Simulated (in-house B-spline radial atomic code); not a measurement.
# In³⁸⁺: isotopes

Aim: how the levels of In³⁸⁺ shift from isotope to isotope, through nuclear size; the mass enters as a recoil term, given apart.

Program: in-house B-spline radial atomic code version 1. Level of theory: Dirac-Hartree-Fock, average of configuration, Fermi nucleus, basis-set limit. These are calculated values, not measurements, unless marked.

## Step 1: The system

| Property | Result |
| --- | --- |
| element | indium (Z = 49) |
| charge | +38 |
| electrons | 11 |
| configuration | 1s2 2s2 2p6 3s1 |
| Hamiltonian | Dirac-Coulomb |
| nucleus | Fermi, rms radius 4.518 fm |

Input settings:

```ini
Z = 49
electrons = 11.0
configuration = 1s2 2s2 2p6 3s1
hamiltonian = dirac
method = hf
spin_polarised = False
nucleus = fermi
rms_radius = 4.5184
mass_number = 104
atomic_mass = 103.918214538
speed_of_light = 137.035999084
```

From the earlier run of the reference: total energy -4611.860469 hartree (electron-nucleus part -9953.0356, recoil term 0.01897758). Levels, eight at most:

```
orbital  occupation  energy (eV)  <r> (bohr)
  1s1/2           2     -30476.9     0.02968
  2s1/2           2     -6520.12      0.1254
  2p1/2           2     -6245.87      0.1063
  2p3/2           4     -6025.62      0.1112
  3s1/2           1     -2630.45      0.3035
```

## Step 2: Mass number 105

Input settings:

```ini
Z = 49
electrons = 11.0
configuration = 1s2 2s2 2p6 3s1
hamiltonian = dirac
method = hf
spin_polarised = False
nucleus = fermi
rms_radius = 4.5311
mass_number = 105
atomic_mass = 104.914502322
speed_of_light = 137.035999084
```

Results of the run (chosen fields of its result record, rounded):

```text
status: converged
iterations: 7
energy [hartree]: {"total": -4611.85975787, "kinetic": 4890.02351901, "nuclear": -9953.0317888, "coulomb": 535.49396353, "exact_exchange": -84.3454516146}
breit [hartree]: {"gaunt": 3.78305, "retardation": -0.3322193, "frequency_dependence": -0.03289945}
qed [hartree]: {"self_energy": 3.07371, "uehling": -0.3962469, "wichmann_kroll": 0.007895088}
recoil [hartree]: 0.01879736
total_with_corrections [hartree]: -4605.73767165
orbitals [hartree, bohr; first row names the columns]:
  - ["name", "occ", "eps", "<r>"]
  - ["1s1/2", 2.0, -1120.0054888, 0.029679]
  - ["2s1/2", 2.0, -239.61013282, 0.12545]
  - ["2p1/2", 2.0, -229.53141048, 0.10625]
  - ["2p3/2", 4.0, -221.43748067, 0.11117]
  - ["3s1/2", 1.0, -96.667259078, 0.30347]
sum_r [bohr^k]: {"-1": 203.1257, "1": 1.270919, "2": 0.2316677}
energy_minus_base [hartree]: 0.000711257742
energy_minus_base_with_corrections [hartree]: 0.0005332583
```

Run time: 0.46 s. Hardware: 1 thread, shared host.

energy_minus_base is the energy less that of the reference run.

## Step 3: Mass number 106

Input settings:

```ini
Z = 49
electrons = 11.0
configuration = 1s2 2s2 2p6 3s1
hamiltonian = dirac
method = hf
spin_polarised = False
nucleus = fermi
rms_radius = 4.5375
mass_number = 106
atomic_mass = 105.913463596
speed_of_light = 137.035999084
```

Result record:

```text
status: converged
iterations: 7
energy [hartree]: {"total": -4611.8593988, "kinetic": 4890.02195678, "nuclear": -9953.02985207, "coulomb": 535.493942439, "exact_exchange": -84.3454459446}
breit [hartree]: {"gaunt": 3.783049, "retardation": -0.3322193, "frequency_dependence": -0.03289944}
qed [hartree]: {"self_energy": 3.07371, "uehling": -0.3962448, "wichmann_kroll": 0.007895072}
recoil [hartree]: 0.01862007
total_with_corrections [hartree]: -4605.73748875
orbitals [hartree, bohr; first row names the columns]:
  - ["name", "occ", "eps", "<r>"]
  - ["1s1/2", 2.0, -1120.0053352, 0.029679]
  - ["2s1/2", 2.0, -239.61011433, 0.12545]
  - ["2p1/2", 2.0, -229.53141112, 0.10625]
  - ["2p3/2", 4.0, -221.43748164, 0.11117]
  - ["3s1/2", 1.0, -96.667254332, 0.30347]
sum_r [bohr^k]: {"-1": 203.1257, "1": 1.270919, "2": 0.2316677}
energy_minus_base [hartree]: 0.00107033405
energy_minus_base_with_corrections [hartree]: 0.000716157199
```

Wall time 0.45 s (1 thread, shared host).

## Step 4: Mass number 107

Input settings:

```ini
Z = 49
electrons = 11.0
configuration = 1s2 2s2 2p6 3s1
hamiltonian = dirac
method = hf
spin_polarised = False
nucleus = fermi
rms_radius = 4.5494
mass_number = 107
atomic_mass = 106.910287497
speed_of_light = 137.035999084
```

Result record:

```text
status: converged
iterations: 7
energy [hartree]: {"total": -4611.85872999, "kinetic": 4890.01904738, "nuclear": -9953.02624513, "coulomb": 535.493903153, "exact_exchange": -84.3454353835}
breit [hartree]: {"gaunt": 3.783047, "retardation": -0.3322193, "frequency_dependence": -0.03289943}
qed [hartree]: {"self_energy": 3.07371, "uehling": -0.3962409, "wichmann_kroll": 0.007895044}
recoil [hartree]: 0.01844645
total_with_corrections [hartree]: -4605.73699147
orbitals [hartree, bohr; first row names the columns]:
  - ["name", "occ", "eps", "<r>"]
  - ["1s1/2", 2.0, -1120.0050492, 0.029679]
  - ["2s1/2", 2.0, -239.61007989, 0.12545]
  - ["2p1/2", 2.0, -229.5314123, 0.10625]
  - ["2p3/2", 4.0, -221.43748346, 0.11117]
  - ["3s1/2", 1.0, -96.667245493, 0.30347]
sum_r [bohr^k]: {"-1": 203.1256, "1": 1.27092, "2": 0.2316678}
energy_minus_base [hartree]: 0.00173914418
energy_minus_base_with_corrections [hartree]: 0.0012134317
```

Wall time 0.46 s (1 thread, shared host).

## Step 5: Mass number 108

Input settings:

```ini
Z = 49
electrons = 11.0
configuration = 1s2 2s2 2p6 3s1
hamiltonian = dirac
method = hf
spin_polarised = False
nucleus = fermi
rms_radius = 4.5571
mass_number = 108
atomic_mass = 107.909693654
speed_of_light = 137.035999084
```

Result record:

```text
status: converged
iterations: 7
energy [hartree]: {"total": -4611.85829643, "kinetic": 4890.01716166, "nuclear": -9953.02390724, "coulomb": 535.49387769, "exact_exchange": -84.3454285378}
breit [hartree]: {"gaunt": 3.783046, "retardation": -0.3322193, "frequency_dependence": -0.03289942}
qed [hartree]: {"self_energy": 3.07371, "uehling": -0.3962384, "wichmann_kroll": 0.007895025}
recoil [hartree]: 0.01827561
total_with_corrections [hartree]: -4605.73672741
orbitals [hartree, bohr; first row names the columns]:
  - ["name", "occ", "eps", "<r>"]
  - ["1s1/2", 2.0, -1120.0048638, 0.029679]
  - ["2s1/2", 2.0, -239.61005756, 0.12545]
  - ["2p1/2", 2.0, -229.53141306, 0.10625]
  - ["2p3/2", 4.0, -221.43748464, 0.11117]
  - ["3s1/2", 1.0, -96.667239763, 0.30347]
sum_r [bohr^k]: {"-1": 203.1256, "1": 1.27092, "2": 0.2316678}
energy_minus_base [hartree]: 0.00217270221
energy_minus_base_with_corrections [hartree]: 0.0014774916
```

Wall time 0.45 s (1 thread, shared host).

## Step 6: Mass number 109

Input settings:

```ini
Z = 49
electrons = 11.0
configuration = 1s2 2s2 2p6 3s1
hamiltonian = dirac
method = hf
spin_polarised = False
nucleus = fermi
rms_radius = 4.5685
mass_number = 109
atomic_mass = 108.907149679
speed_of_light = 137.035999084
```

Result record:

```text
status: converged
iterations: 7
energy [hartree]: {"total": -4611.85765339, "kinetic": 4890.01436518, "nuclear": -9953.02044011, "coulomb": 535.493839926, "exact_exchange": -84.3454183841}
breit [hartree]: {"gaunt": 3.783044, "retardation": -0.3322193, "frequency_dependence": -0.03289941}
qed [hartree]: {"self_energy": 3.07371, "uehling": -0.3962347, "wichmann_kroll": 0.007894997}
recoil [hartree]: 0.01810822
total_with_corrections [hartree]: -4605.73624976
orbitals [hartree, bohr; first row names the columns]:
  - ["name", "occ", "eps", "<r>"]
  - ["1s1/2", 2.0, -1120.0045889, 0.029679]
  - ["2s1/2", 2.0, -239.61002445, 0.12545]
  - ["2p1/2", 2.0, -229.5314142, 0.10625]
  - ["2p3/2", 4.0, -221.43748639, 0.11117]
  - ["3s1/2", 1.0, -96.667231264, 0.30347]
sum_r [bohr^k]: {"-1": 203.1255, "1": 1.27092, "2": 0.2316678}
energy_minus_base [hartree]: 0.00281574503
energy_minus_base_with_corrections [hartree]: 0.0019551417
```

Run time: 0.46 s. Hardware: 1 thread, shared host.

## Step 7: Mass number 110

Input settings:

```ini
Z = 49
electrons = 11.0
configuration = 1s2 2s2 2p6 3s1
hamiltonian = dirac
method = hf
spin_polarised = False
nucleus = fermi
rms_radius = 4.5742
mass_number = 110
atomic_mass = 109.907170674
speed_of_light = 137.035999084
```

Result record:

```text
status: converged
iterations: 7
energy [hartree]: {"total": -4611.85733135, "kinetic": 4890.01296489, "nuclear": -9953.01870395, "coulomb": 535.493821013, "exact_exchange": -84.3454132994}
breit [hartree]: {"gaunt": 3.783043, "retardation": -0.3322193, "frequency_dependence": -0.03289941}
qed [hartree]: {"self_energy": 3.07371, "uehling": -0.3962328, "wichmann_kroll": 0.007894984}
recoil [hartree]: 0.01794346
total_with_corrections [hartree]: -4605.7360915
orbitals [hartree, bohr; first row names the columns]:
  - ["name", "occ", "eps", "<r>"]
  - ["1s1/2", 2.0, -1120.0044512, 0.029679]
  - ["2s1/2", 2.0, -239.61000786, 0.12545]
  - ["2p1/2", 2.0, -229.53141476, 0.10625]
  - ["2p3/2", 4.0, -221.43748727, 0.11117]
  - ["3s1/2", 1.0, -96.667227008, 0.30347]
sum_r [bohr^k]: {"-1": 203.1255, "1": 1.27092, "2": 0.2316678}
energy_minus_base [hartree]: 0.00313778184
energy_minus_base_with_corrections [hartree]: 0.0021134104
```

It took 0.44 s on 1 thread, shared host.

## Step 8: Mass number 111

Input settings:

```ini
Z = 49
electrons = 11.0
configuration = 1s2 2s2 2p6 3s1
hamiltonian = dirac
method = hf
spin_polarised = False
nucleus = fermi
rms_radius = 4.5856
mass_number = 111
atomic_mass = 110.905107236
speed_of_light = 137.035999084
```

Result record:

```text
status: converged
iterations: 7
energy [hartree]: {"total": -4611.85668625, "kinetic": 4890.01016008, "nuclear": -9953.01522633, "coulomb": 535.493783119, "exact_exchange": -84.3454031124}
breit [hartree]: {"gaunt": 3.783042, "retardation": -0.3322193, "frequency_dependence": -0.0328994}
qed [hartree]: {"self_energy": 3.073709, "uehling": -0.396229, "wichmann_kroll": 0.007894956}
recoil [hartree]: 0.01778199
total_with_corrections [hartree]: -4605.73560586
orbitals [hartree, bohr; first row names the columns]:
  - ["name", "occ", "eps", "<r>"]
  - ["1s1/2", 2.0, -1120.0041753, 0.029679]
  - ["2s1/2", 2.0, -239.60997464, 0.12545]
  - ["2p1/2", 2.0, -229.5314159, 0.10625]
  - ["2p3/2", 4.0, -221.43748902, 0.11117]
  - ["3s1/2", 1.0, -96.667218482, 0.30347]
sum_r [bohr^k]: {"-1": 203.1254, "1": 1.27092, "2": 0.2316678}
energy_minus_base [hartree]: 0.00378288593
energy_minus_base_with_corrections [hartree]: 0.0025990464
```

It took 0.45 s on 1 thread, shared host.

## Step 9: Mass number 112

Input settings:

```ini
Z = 49
electrons = 11.0
configuration = 1s2 2s2 2p6 3s1
hamiltonian = dirac
method = hf
spin_polarised = False
nucleus = fermi
rms_radius = 4.5907
mass_number = 112
atomic_mass = 111.905538718
speed_of_light = 137.035999084
```

Result record:

```text
status: converged
iterations: 7
energy [hartree]: {"total": -4611.8563972, "kinetic": 4890.00890366, "nuclear": -9953.01366847, "coulomb": 535.493766153, "exact_exchange": -84.3453985503}
breit [hartree]: {"gaunt": 3.783041, "retardation": -0.3322193, "frequency_dependence": -0.03289939}
qed [hartree]: {"self_energy": 3.073709, "uehling": -0.3962274, "wichmann_kroll": 0.007894944}
recoil [hartree]: 0.01762302
total_with_corrections [hartree]: -4605.7354749
orbitals [hartree, bohr; first row names the columns]:
  - ["name", "occ", "eps", "<r>"]
  - ["1s1/2", 2.0, -1120.0040517, 0.029679]
  - ["2s1/2", 2.0, -239.60995976, 0.12545]
  - ["2p1/2", 2.0, -229.53141641, 0.10625]
  - ["2p3/2", 4.0, -221.43748981, 0.11117]
  - ["3s1/2", 1.0, -96.667214662, 0.30347]
sum_r [bohr^k]: {"-1": 203.1254, "1": 1.27092, "2": 0.2316679}
energy_minus_base [hartree]: 0.00407192987
energy_minus_base_with_corrections [hartree]: 0.0027300101
```

It took 0.44 s on 1 thread, shared host.

## Step 10: Results

All values are changes from the reference run; energy changes under 1e-04 eV count as noise.

| change | rms radius (fm) | δ<r²> (fm²) | Δ total energy (eV) | Δ recoil term, not in the total or the levels (eV) | Δ 1s1/2 level (eV) | Δ 3s1/2 level (eV) |
| --- | --- | --- | --- | --- | --- | --- |
| mass number 105 | 4.5311 | +0.115 | +0.01935 | -0.004904 | +0.008277 | +0.0002558 |
| mass number 106 | 4.5375 | +0.173 | +0.02913 | -0.009728 | +0.01245 | +0.0003849 |
| mass number 107 | 4.5494 | +0.281 | +0.04732 | -0.01445 | +0.02024 | +0.0006255 |
| mass number 108 | 4.5571 | +0.351 | +0.05912 | -0.0191 | +0.02528 | +0.0007814 |
| mass number 109 | 4.5685 | +0.455 | +0.07662 | -0.02366 | +0.03276 | +0.001013 |
| mass number 110 | 4.5742 | +0.507 | +0.08538 | -0.02814 | +0.03651 | +0.001128 |
| mass number 111 | 4.5856 | +0.612 | +0.1029 | -0.03253 | +0.04402 | +0.00136 |
| mass number 112 | 4.5907 | +0.659 | +0.1108 | -0.03686 | +0.04738 | +0.001464 |

The total energy moves by 168 meV for each fm² of δ<r²> (from mass number 112): a larger nucleus binds the s electrons less. For that pair the recoil (mass) term changes by 0.037 eV against 0.11 eV from size, so size rules the shift. The recoil term is approximate.
